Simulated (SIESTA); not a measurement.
The system is Bi2Te3 (Tellurobismuthite).

```xyz
5
Lattice="2.1930 1.2661 10.1657 -2.1930 1.2661 10.1657 0.0000 -2.5323 10.1657" Properties=species:S:1:pos:R:3 pbc="T T T"
Bi    0.0000    0.0000   18.2982
Bi    0.0000    0.0000   12.1988
Te    0.0000    0.0000   24.1079
Te    0.0000    0.0000    6.3891
Te    0.0000    0.0000    0.0000
```

Base run:

| Quantity | Value |
| --- | --- |
| Program | SIESTA 5.4.2 |
| Functional | vdW-DF-cx |
| Potentials or basis | PseudoDojo 0.4 standard (PBE files) |
| Basis | DZP (energy shift 0.003 Ry; two zetas on semicore shells) |
| Grid cutoff | 500 Ry |
| Energy shift | 0.003 Ry |
| k mesh | 7 × 7 × 7 |
| Occupations | fermi-dirac, width 0.05 eV |
| Spin | no spin polarisation |

Its results: band gap on the k mesh 0.25 eV, direct; pressure 0.9 GPa; largest force 0.139 eV/Å.

Q: After a change of settings the same cell gave: band gap on the k mesh 0.29 eV, direct; pressure 6.2 GPa; largest force 0.231 eV/Å. Which change was it?
A. functional from vdW-DF-cx to PBEsol; potentials or basis from PseudoDojo 0.4 standard (PBE files) to PseudoDojo 0.4 standard (PBEsol files)
B. functional from vdW-DF-cx to AM05; potentials or basis from PseudoDojo 0.4 standard (PBE files) to PseudoDojo 0.4 standard (PBEsol files)
C. functional from vdW-DF-cx to BLYP

A: C.

Caveats: the potentials were made for another functional, which shifts forces and pressure; spin-orbit coupling is left out, which as a rule narrows the gap of such compounds by several tenths of an eV; the basis of atomic orbitals isn't converged, which shifts pressures, moduli and gaps.

Not every run made on this cell is shown here.
